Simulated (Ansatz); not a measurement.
# GeNH₂ (quartet): PBE0, B3LYP over a scan of the distance Ge1–N2, cc-pVDZ, part 2 of 2

Ansatz 0.2.0, Gaussian basis; cc-pVDZ, all electrons in the functionals.

## 12. PBE0, 7.760 Å

File in.yaml:

```yaml
crystal:
  periodic: [false, false, false]
  atoms:
    - {symbol: Ge, position_ang: [0.000000, 0.000000, 6.116958]}
    - {symbol: N, position_ang: [0.000000, 0.000000, -1.643042]}
    - {symbol: H, position_ang: [0.000000, 0.830871, -2.236958]}
    - {symbol: H, position_ang: [0.000000, -0.830871, -2.236958]}
basis:
  gaussian: {orbitals: cc-pVDZ}
magnetization: {spin_polarized: true, initial_magnetization: 3}
hamiltonian: {xc: {name: PBE0}}
output: {orbitals: {seedname: orbitals}}
```

Started as:

```console
ansatz run in.yaml --threads 1 --pin off --events-out ev --progress --plain --max-ram 2393MiB
```

Log, shortened:

```text
Functional definition: PBE0
  name "PBE0"
  cite "Adamo & Barone, J. Chem. Phys. 110, 6158 (1999) doi:10.1063/1.478522"
  cite "Perdew, Burke & Ernzerhof, Phys. Rev. Lett. 77, 3865 (1996) doi:10.1103/PhysRevLett.77.3865"
  parent pbe
[...]
553 factors; integrals over basis functions are off by at most 1.3e-3 eV
[...]
mean field -58026.57733340 eV, -2132.4373851756 hartree, gradient 1.1e-6 eV, S^2 3.756006; 3 other end points of the search recorded, 0 dependent functions left out
reference -58026.57736496 eV, -2132.4373863356 hartree; 22, 19 occupied and 29, 32 virtual orbitals, 553 factors
Total energy: -58026.57736496 eV, -2132.4373863356 hartree
```

Run time: 7.5 s. Hardware: 1 thread of Arm Neoverse V1, shared host.

From the report: ⟨S²⟩ of the determinant 3.756 (pure quartet: 3.75).

From 2.315 Å: +76.6 kJ/mol.

The fields below are evaluated on a grid from the run's orbitals.

Frontier orbitals at PBE0/cc-pVDZ (alpha spin), with the share of their density that lies nearest to each atom:

```tsv
orbital	energy (eV)	lies on
HOMO-1	-5.25	Ge1 100 %
HOMO	-5.25	Ge1 100 %
LUMO	-3.15	Ge1 100 %
```

ELF in a plane through or near 4 of the atoms.

Ten even steps from ' ' (0.00) to '@' (0.99):
```
                                                        
                                                        
                                            ......      
                                            --==::      
                  ==##::                  ::**##++::    
                ..%%@@==                  --##%%##--    
                --@@@@##::..              ==######==    
                --@@@@%%++==              ==++==++==    
                ..##@@##%%%%              ::::==::::    
                  ==%%==@@@@..            ..--**::..    
                  ==%%::@@@@..            ..--++::..    
                ..##@@##%%%%              ::::==::::    
                --@@@@%%++==              ==++==++==    
                --@@@@##....              ==######==    
                  %%@@==                  --##%%##--    
                  ==##::                  ::**##++::    
                                            --==::      
                                            ......      
                                                        
                                                        
```
The map spans 17.4 Å across and 6.9 Å up, centred on the molecule. Atoms in the plane (x, y in Å): Ge1 (6.1, 0.0), N2 (-1.6, 0.0), H3 (-2.2, 0.8), H4 (-2.2, -0.8).

On the surface of density 0.002 e/bohr³ the electrostatic potential runs, from the 1st to the 99th percentile, from -1.66 V near N2 to 2.24 V near Ge1.

The spin density lies nearest to Ge1 65 %; N2 28 %.

## 13. B3LYP, 1.883 Å

File in.yaml:

```yaml
crystal:
  periodic: [false, false, false]
  atoms:
    - {symbol: Ge, position_ang: [0.000000, 0.000000, 0.353788]}
    - {symbol: N, position_ang: [0.000000, 0.000000, -1.529212]}
    - {symbol: H, position_ang: [0.000000, 0.830871, -2.123128]}
    - {symbol: H, position_ang: [0.000000, -0.830871, -2.123128]}
basis:
  gaussian: {orbitals: cc-pVDZ}
magnetization: {spin_polarized: true, initial_magnetization: 3}
hamiltonian: {xc: {name: B3LYP}}
```

Same command.

Log, shortened:

```text
Functional definition: B3LYP
  name "B3LYP"
  cite "Stephens, Devlin, Chabalowski & Frisch, J. Phys. Chem. 98, 11623 (1994) doi:10.1021/j100096a001"
  cite "Becke, Phys. Rev. A 38, 3098 (1988) doi:10.1103/PhysRevA.38.3098"
  cite "Lee, Yang & Parr, Phys. Rev. B 37, 785 (1988) doi:10.1103/PhysRevB.37.785"
  cite "Vosko, Wilk & Nusair, Can. J. Phys. 58, 1200 (1980) doi:10.1139/p80-159"
[...]
551 factors; integrals over basis functions are off by at most 1.4e-3 eV
[...]
mean field -58036.68957867 eV, -2132.8090033350 hartree, gradient 1.1e-5 eV, S^2 3.753670; 6 other end points of the search recorded, 0 dependent functions left out
reference -58036.68975465 eV, -2132.8090098023 hartree; 22, 19 occupied and 29, 32 virtual orbitals, 551 factors
Total energy: -58036.68975465 eV, -2132.8090098023 hartree
```

Wall time 8 s (1 thread of Arm Neoverse V1, shared host).

From the report: ⟨S²⟩ of the determinant 3.754 (pure quartet: 3.75).

## 14. B3LYP, 2.061 Å

File in.yaml:

```yaml
crystal:
  periodic: [false, false, false]
  atoms:
    - {symbol: Ge, position_ang: [0.000000, 0.000000, 0.385955]}
    - {symbol: N, position_ang: [0.000000, 0.000000, -1.675045]}
    - {symbol: H, position_ang: [0.000000, 0.830871, -2.268961]}
    - {symbol: H, position_ang: [0.000000, -0.830871, -2.268961]}
basis:
  gaussian: {orbitals: cc-pVDZ}
magnetization: {spin_polarized: true, initial_magnetization: 3}
hamiltonian: {xc: {name: B3LYP}}
```

Launched as before.

Log, shortened:

```text
Functional definition: B3LYP
  name "B3LYP"
  cite "Stephens, Devlin, Chabalowski & Frisch, J. Phys. Chem. 98, 11623 (1994) doi:10.1021/j100096a001"
  cite "Becke, Phys. Rev. A 38, 3098 (1988) doi:10.1103/PhysRevA.38.3098"
  cite "Lee, Yang & Parr, Phys. Rev. B 37, 785 (1988) doi:10.1103/PhysRevB.37.785"
  cite "Vosko, Wilk & Nusair, Can. J. Phys. 58, 1200 (1980) doi:10.1139/p80-159"
[...]
553 factors; integrals over basis functions are off by at most 1.1e-3 eV
[...]
mean field -58037.25127065 eV, -2132.8296451345 hartree, gradient 2.4e-5 eV, S^2 3.757252; 1 other end points of the search recorded, 0 dependent functions left out
reference -58037.25144693 eV, -2132.8296516127 hartree; 22, 19 occupied and 29, 32 virtual orbitals, 553 factors
Total energy: -58037.25144693 eV, -2132.8296516127 hartree
```

It took 2.3 s on 1 thread of Arm Neoverse V1, shared host.

From the report: ⟨S²⟩ of the determinant 3.757 (pure quartet: 3.75).

## 15. B3LYP, 2.315 Å

File in.yaml:

```yaml
crystal:
  periodic: [false, false, false]
  atoms:
    - {symbol: Ge, position_ang: [0.000000, 0.000000, 0.431903]}
    - {symbol: N, position_ang: [0.000000, 0.000000, -1.883353]}
    - {symbol: H, position_ang: [0.000000, 0.830871, -2.477269]}
    - {symbol: H, position_ang: [0.000000, -0.830871, -2.477269]}
basis:
  gaussian: {orbitals: cc-pVDZ}
magnetization: {spin_polarized: true, initial_magnetization: 3}
hamiltonian: {xc: {name: B3LYP}}
```

Launched as before.

Log, shortened:

```text
Functional definition: B3LYP
  name "B3LYP"
  cite "Stephens, Devlin, Chabalowski & Frisch, J. Phys. Chem. 98, 11623 (1994) doi:10.1021/j100096a001"
  cite "Becke, Phys. Rev. A 38, 3098 (1988) doi:10.1103/PhysRevA.38.3098"
  cite "Lee, Yang & Parr, Phys. Rev. B 37, 785 (1988) doi:10.1103/PhysRevB.37.785"
  cite "Vosko, Wilk & Nusair, Can. J. Phys. 58, 1200 (1980) doi:10.1139/p80-159"
[...]
553 factors; integrals over basis functions are off by at most 1.2e-3 eV
[...]
mean field -58037.50374768 eV, -2132.8389234941 hartree, gradient 4.2e-5 eV, S^2 3.756473; 1 other end points of the search recorded, 0 dependent functions left out
reference -58037.50393007 eV, -2132.8389301971 hartree; 22, 19 occupied and 29, 32 virtual orbitals, 553 factors
Total energy: -58037.50393007 eV, -2132.8389301971 hartree
```

Run time: 2.1 s. Hardware: 1 thread of Arm Neoverse V1, shared host.

From the report: ⟨S²⟩ of the determinant 3.756 (pure quartet: 3.75).

## 16. B3LYP, 2.535 Å

File in.yaml:

```yaml
crystal:
  periodic: [false, false, false]
  atoms:
    - {symbol: Ge, position_ang: [0.000000, 0.000000, 0.471614]}
    - {symbol: N, position_ang: [0.000000, 0.000000, -2.063386]}
    - {symbol: H, position_ang: [0.000000, 0.830871, -2.657302]}
    - {symbol: H, position_ang: [0.000000, -0.830871, -2.657302]}
basis:
  gaussian: {orbitals: cc-pVDZ}
magnetization: {spin_polarized: true, initial_magnetization: 3}
hamiltonian: {xc: {name: B3LYP}}
```

Launched as before.

Log, shortened:

```text
Functional definition: B3LYP
  name "B3LYP"
  cite "Stephens, Devlin, Chabalowski & Frisch, J. Phys. Chem. 98, 11623 (1994) doi:10.1021/j100096a001"
  cite "Becke, Phys. Rev. A 38, 3098 (1988) doi:10.1103/PhysRevA.38.3098"
  cite "Lee, Yang & Parr, Phys. Rev. B 37, 785 (1988) doi:10.1103/PhysRevB.37.785"
  cite "Vosko, Wilk & Nusair, Can. J. Phys. 58, 1200 (1980) doi:10.1139/p80-159"
[...]
553 factors; integrals over basis functions are off by at most 1.2e-3 eV
[...]
mean field -58037.47983763 eV, -2132.8380448162 hartree, gradient 7.7e-5 eV, S^2 3.755916; 2 other end points of the search recorded, 0 dependent functions left out
reference -58037.48002496 eV, -2132.8380517003 hartree; 22, 19 occupied and 29, 32 virtual orbitals, 553 factors
Total energy: -58037.48002496 eV, -2132.8380517003 hartree
```

Run time: 2.1 s. Hardware: 1 thread of Arm Neoverse V1, shared host.

From the report: ⟨S²⟩ of the determinant 3.756 (pure quartet: 3.75).

From 2.315 Å: +2.3 kJ/mol.

## 17. B3LYP, 2.761 Å

File in.yaml:

```yaml
crystal:
  periodic: [false, false, false]
  atoms:
    - {symbol: Ge, position_ang: [0.000000, 0.000000, 0.512455]}
    - {symbol: N, position_ang: [0.000000, 0.000000, -2.248545]}
    - {symbol: H, position_ang: [0.000000, 0.830871, -2.842461]}
    - {symbol: H, position_ang: [0.000000, -0.830871, -2.842461]}
basis:
  gaussian: {orbitals: cc-pVDZ}
magnetization: {spin_polarized: true, initial_magnetization: 3}
hamiltonian: {xc: {name: B3LYP}}
```

Same command.

Log, shortened:

```text
Functional definition: B3LYP
  name "B3LYP"
  cite "Stephens, Devlin, Chabalowski & Frisch, J. Phys. Chem. 98, 11623 (1994) doi:10.1021/j100096a001"
  cite "Becke, Phys. Rev. A 38, 3098 (1988) doi:10.1103/PhysRevA.38.3098"
  cite "Lee, Yang & Parr, Phys. Rev. B 37, 785 (1988) doi:10.1103/PhysRevB.37.785"
  cite "Vosko, Wilk & Nusair, Can. J. Phys. 58, 1200 (1980) doi:10.1139/p80-159"
[...]
553 factors; integrals over basis functions are off by at most 1.2e-3 eV
[...]
mean field -58037.37906063 eV, -2132.8343413298 hartree, gradient 6.9e-6 eV, S^2 3.755552; 2 other end points of the search recorded, 0 dependent functions left out
reference -58037.37925211 eV, -2132.8343483665 hartree; 22, 19 occupied and 29, 32 virtual orbitals, 553 factors
Total energy: -58037.37925211 eV, -2132.8343483665 hartree
```

It took 2.3 s on 1 thread of Arm Neoverse V1, shared host.

From the report: ⟨S²⟩ of the determinant 3.756 (pure quartet: 3.75).

From 2.315 Å: +12.0 kJ/mol.

## 18. B3LYP, 3.274 Å

File in.yaml:

```yaml
crystal:
  periodic: [false, false, false]
  atoms:
    - {symbol: Ge, position_ang: [0.000000, 0.000000, 2.752458]}
    - {symbol: N, position_ang: [0.000000, 0.000000, -0.521542]}
    - {symbol: H, position_ang: [0.000000, 0.830871, -1.115458]}
    - {symbol: H, position_ang: [0.000000, -0.830871, -1.115458]}
basis:
  gaussian: {orbitals: cc-pVDZ}
magnetization: {spin_polarized: true, initial_magnetization: 3}
hamiltonian: {xc: {name: B3LYP}}
```

Launched as before.

Log, shortened:

```text
Functional definition: B3LYP
  name "B3LYP"
  cite "Stephens, Devlin, Chabalowski & Frisch, J. Phys. Chem. 98, 11623 (1994) doi:10.1021/j100096a001"
  cite "Becke, Phys. Rev. A 38, 3098 (1988) doi:10.1103/PhysRevA.38.3098"
  cite "Lee, Yang & Parr, Phys. Rev. B 37, 785 (1988) doi:10.1103/PhysRevB.37.785"
  cite "Vosko, Wilk & Nusair, Can. J. Phys. 58, 1200 (1980) doi:10.1139/p80-159"
[...]
553 factors; integrals over basis functions are off by at most 1.3e-3 eV
[...]
mean field -58037.13746126 eV, -2132.8254627164 hartree, gradient 2.1e-5 eV, S^2 3.755163; 2 other end points of the search recorded, 0 dependent functions left out
reference -58037.13766099 eV, -2132.8254700565 hartree; 22, 19 occupied and 29, 32 virtual orbitals, 553 factors
Total energy: -58037.13766099 eV, -2132.8254700565 hartree
```

Run time: 2.5 s. Hardware: 1 thread of Arm Neoverse V1, shared host.

From the report: ⟨S²⟩ of the determinant 3.755 (pure quartet: 3.75).

From 2.315 Å: +35.3 kJ/mol.

## 19. B3LYP, 3.623 Å

File in.yaml:

```yaml
crystal:
  periodic: [false, false, false]
  atoms:
    - {symbol: Ge, position_ang: [0.000000, 0.000000, 3.014208]}
    - {symbol: N, position_ang: [0.000000, 0.000000, -0.608792]}
    - {symbol: H, position_ang: [0.000000, 0.830871, -1.202708]}
    - {symbol: H, position_ang: [0.000000, -0.830871, -1.202708]}
basis:
  gaussian: {orbitals: cc-pVDZ}
magnetization: {spin_polarized: true, initial_magnetization: 3}
hamiltonian: {xc: {name: B3LYP}}
```

The command is unchanged.

Log, shortened:

```text
Functional definition: B3LYP
  name "B3LYP"
  cite "Stephens, Devlin, Chabalowski & Frisch, J. Phys. Chem. 98, 11623 (1994) doi:10.1021/j100096a001"
  cite "Becke, Phys. Rev. A 38, 3098 (1988) doi:10.1103/PhysRevA.38.3098"
  cite "Lee, Yang & Parr, Phys. Rev. B 37, 785 (1988) doi:10.1103/PhysRevB.37.785"
  cite "Vosko, Wilk & Nusair, Can. J. Phys. 58, 1200 (1980) doi:10.1139/p80-159"
[...]
554 factors; integrals over basis functions are off by at most 1.3e-3 eV
[...]
mean field -58037.02067032 eV, -2132.8211707286 hartree, gradient 4.7e-6 eV, S^2 3.754983; 8 other end points of the search recorded, 0 dependent functions left out
reference -58037.02087692 eV, -2132.8211783213 hartree; 22, 19 occupied and 29, 32 virtual orbitals, 554 factors
Total energy: -58037.02087692 eV, -2132.8211783213 hartree
```

It took 8.5 s on 1 thread of Arm Neoverse V1, shared host.

From the report: ⟨S²⟩ of the determinant 3.755 (pure quartet: 3.75).

From 2.315 Å: +46.6 kJ/mol.

## 20. B3LYP, 4.380 Å

File in.yaml:

```yaml
crystal:
  periodic: [false, false, false]
  atoms:
    - {symbol: Ge, position_ang: [0.000000, 0.000000, 3.581958]}
    - {symbol: N, position_ang: [0.000000, 0.000000, -0.798042]}
    - {symbol: H, position_ang: [0.000000, 0.830871, -1.391958]}
    - {symbol: H, position_ang: [0.000000, -0.830871, -1.391958]}
basis:
  gaussian: {orbitals: cc-pVDZ}
magnetization: {spin_polarized: true, initial_magnetization: 3}
hamiltonian: {xc: {name: B3LYP}}
```

Same command.

Log, shortened:

```text
Functional definition: B3LYP
  name "B3LYP"
  cite "Stephens, Devlin, Chabalowski & Frisch, J. Phys. Chem. 98, 11623 (1994) doi:10.1021/j100096a001"
  cite "Becke, Phys. Rev. A 38, 3098 (1988) doi:10.1103/PhysRevA.38.3098"
  cite "Lee, Yang & Parr, Phys. Rev. B 37, 785 (1988) doi:10.1103/PhysRevB.37.785"
  cite "Vosko, Wilk & Nusair, Can. J. Phys. 58, 1200 (1980) doi:10.1139/p80-159"
[...]
553 factors; integrals over basis functions are off by at most 1.3e-3 eV
[...]
mean field -58036.88042643 eV, -2132.8160168608 hartree, gradient 2.5e-6 eV, S^2 3.754705; 9 other end points of the search recorded, 0 dependent functions left out
reference -58036.88066109 eV, -2132.8160254844 hartree; 22, 19 occupied and 29, 32 virtual orbitals, 553 factors
Total energy: -58036.88066109 eV, -2132.8160254844 hartree
```

Wall time 10 s (1 thread of Arm Neoverse V1, shared host).

From the report: ⟨S²⟩ of the determinant 3.755 (pure quartet: 3.75).

From 2.315 Å: +60.1 kJ/mol.

## 21. B3LYP, 4.998 Å

File in.yaml:

```yaml
crystal:
  periodic: [false, false, false]
  atoms:
    - {symbol: Ge, position_ang: [0.000000, 0.000000, 4.045458]}
    - {symbol: N, position_ang: [0.000000, 0.000000, -0.952542]}
    - {symbol: H, position_ang: [0.000000, 0.830871, -1.546458]}
    - {symbol: H, position_ang: [0.000000, -0.830871, -1.546458]}
basis:
  gaussian: {orbitals: cc-pVDZ}
magnetization: {spin_polarized: true, initial_magnetization: 3}
hamiltonian: {xc: {name: B3LYP}}
```

Same command.

Log, shortened:

```text
Functional definition: B3LYP
  name "B3LYP"
  cite "Stephens, Devlin, Chabalowski & Frisch, J. Phys. Chem. 98, 11623 (1994) doi:10.1021/j100096a001"
  cite "Becke, Phys. Rev. A 38, 3098 (1988) doi:10.1103/PhysRevA.38.3098"
  cite "Lee, Yang & Parr, Phys. Rev. B 37, 785 (1988) doi:10.1103/PhysRevB.37.785"
  cite "Vosko, Wilk & Nusair, Can. J. Phys. 58, 1200 (1980) doi:10.1139/p80-159"
[...]
553 factors; integrals over basis functions are off by at most 1.3e-3 eV
[...]
mean field -58036.83533994 eV, -2132.8143599628 hartree, gradient 1.2e-6 eV, S^2 3.754625; 8 other end points of the search recorded, 0 dependent functions left out
reference -58036.83557896 eV, -2132.8143687469 hartree; 22, 19 occupied and 29, 32 virtual orbitals, 553 factors
Total energy: -58036.83557896 eV, -2132.8143687469 hartree
```

Wall time 10 s (1 thread of Arm Neoverse V1, shared host).

From the report: ⟨S²⟩ of the determinant 3.755 (pure quartet: 3.75).

From 2.315 Å: +64.5 kJ/mol.

## 22. B3LYP, 6.276 Å

File in.yaml:

```yaml
crystal:
  periodic: [false, false, false]
  atoms:
    - {symbol: Ge, position_ang: [0.000000, 0.000000, 5.003958]}
    - {symbol: N, position_ang: [0.000000, 0.000000, -1.272042]}
    - {symbol: H, position_ang: [0.000000, 0.830871, -1.865958]}
    - {symbol: H, position_ang: [0.000000, -0.830871, -1.865958]}
basis:
  gaussian: {orbitals: cc-pVDZ}
magnetization: {spin_polarized: true, initial_magnetization: 3}
hamiltonian: {xc: {name: B3LYP}}
```

Launched as before.

Log, shortened:

```text
Functional definition: B3LYP
  name "B3LYP"
  cite "Stephens, Devlin, Chabalowski & Frisch, J. Phys. Chem. 98, 11623 (1994) doi:10.1021/j100096a001"
  cite "Becke, Phys. Rev. A 38, 3098 (1988) doi:10.1103/PhysRevA.38.3098"
  cite "Lee, Yang & Parr, Phys. Rev. B 37, 785 (1988) doi:10.1103/PhysRevB.37.785"
  cite "Vosko, Wilk & Nusair, Can. J. Phys. 58, 1200 (1980) doi:10.1139/p80-159"
[...]
553 factors; integrals over basis functions are off by at most 1.3e-3 eV
[...]
mean field -58036.81044399 eV, -2132.8134450538 hartree, gradient 3.5e-6 eV, S^2 3.754609; 8 other end points of the search recorded, 0 dependent functions left out
reference -58036.81071083 eV, -2132.8134548599 hartree; 22, 19 occupied and 29, 32 virtual orbitals, 553 factors
Total energy: -58036.81071083 eV, -2132.8134548599 hartree
```

It took 9.5 s on 1 thread of Arm Neoverse V1, shared host.

From the report: ⟨S²⟩ of the determinant 3.755 (pure quartet: 3.75).

From 2.315 Å: +66.9 kJ/mol.

## 23. B3LYP, 7.760 Å

File in.yaml:

```yaml
crystal:
  periodic: [false, false, false]
  atoms:
    - {symbol: Ge, position_ang: [0.000000, 0.000000, 6.116958]}
    - {symbol: N, position_ang: [0.000000, 0.000000, -1.643042]}
    - {symbol: H, position_ang: [0.000000, 0.830871, -2.236958]}
    - {symbol: H, position_ang: [0.000000, -0.830871, -2.236958]}
basis:
  gaussian: {orbitals: cc-pVDZ}
magnetization: {spin_polarized: true, initial_magnetization: 3}
hamiltonian: {xc: {name: B3LYP}}
```

Same command.

Log, shortened:

```text
Functional definition: B3LYP
  name "B3LYP"
  cite "Stephens, Devlin, Chabalowski & Frisch, J. Phys. Chem. 98, 11623 (1994) doi:10.1021/j100096a001"
  cite "Becke, Phys. Rev. A 38, 3098 (1988) doi:10.1103/PhysRevA.38.3098"
  cite "Lee, Yang & Parr, Phys. Rev. B 37, 785 (1988) doi:10.1103/PhysRevB.37.785"
  cite "Vosko, Wilk & Nusair, Can. J. Phys. 58, 1200 (1980) doi:10.1139/p80-159"
[...]
553 factors; integrals over basis functions are off by at most 1.3e-3 eV
[...]
mean field -58036.80363915 eV, -2132.8131949803 hartree, gradient 2.3e-6 eV, S^2 3.754611; 8 other end points of the search recorded, 0 dependent functions left out
reference -58036.80391838 eV, -2132.8132052420 hartree; 22, 19 occupied and 29, 32 virtual orbitals, 553 factors
Total energy: -58036.80391838 eV, -2132.8132052420 hartree
```

Wall time 11 s (1 thread of Arm Neoverse V1, shared host).

From the report: ⟨S²⟩ of the determinant 3.755 (pure quartet: 3.75).

From 2.315 Å: +67.5 kJ/mol.

## 24. Against the wave-function levels

The yardstick is UCCSDT(Q), where the cluster series has nearly closed. It comes from earlier runs at the same points. Energies in kJ/mol, counted from 2.315 Å; blanks weren't run or aren't comparable.

```tsv
level	1.883 Å	2.061 Å	2.315 Å	2.535 Å	2.761 Å	3.274 Å	3.623 Å	4.380 Å	4.998 Å	6.276 Å	7.760 Å
UCCSDT(Q)		27.7	0.0	0.1	7.8	27.3	37.1	49.2	53.3	55.7	56.4
PBE0	71.8	19.7	0.0	5.3	17.2	43.3	55.2	68.9	73.4	75.9	76.6
B3LYP	78.6	24.4	0.0	2.3	12.0	35.3	46.6	60.1	64.5	66.9	67.5
```

Largest miss and mean time a point (UCCSDT(Q) took 26 s a point; shared hosts):

```tsv
level	largest miss (kJ/mol)	where	time a point
PBE0	+20.2	6.276 Å	4.7 s
B3LYP	+11.2	4.998 Å	6.2 s
```

## 25. What came out

What follows sums up all 2 parts.

| quantity | value |
| --- | --- |
| span of the UCCSDT(Q) curve (points where it is known) | 56.4 kJ/mol |
| largest miss, PBE0 | +20.2 kJ/mol (6.276 Å) |
| largest miss, B3LYP | +11.2 kJ/mol (4.998 Å) |

What this shows: Misses are known at 9 of 10 points at best, and only functionals with that many are ranked. Of the functionals, B3LYP keep the smallest largest miss at the points compared (at most 11.2 kJ/mol) and PBE0 strays most (20.2 kJ/mol, at 6.276 Å). Functionals and the yardstick converge differently with the basis, so part of each miss in cc-pVDZ is the basis.
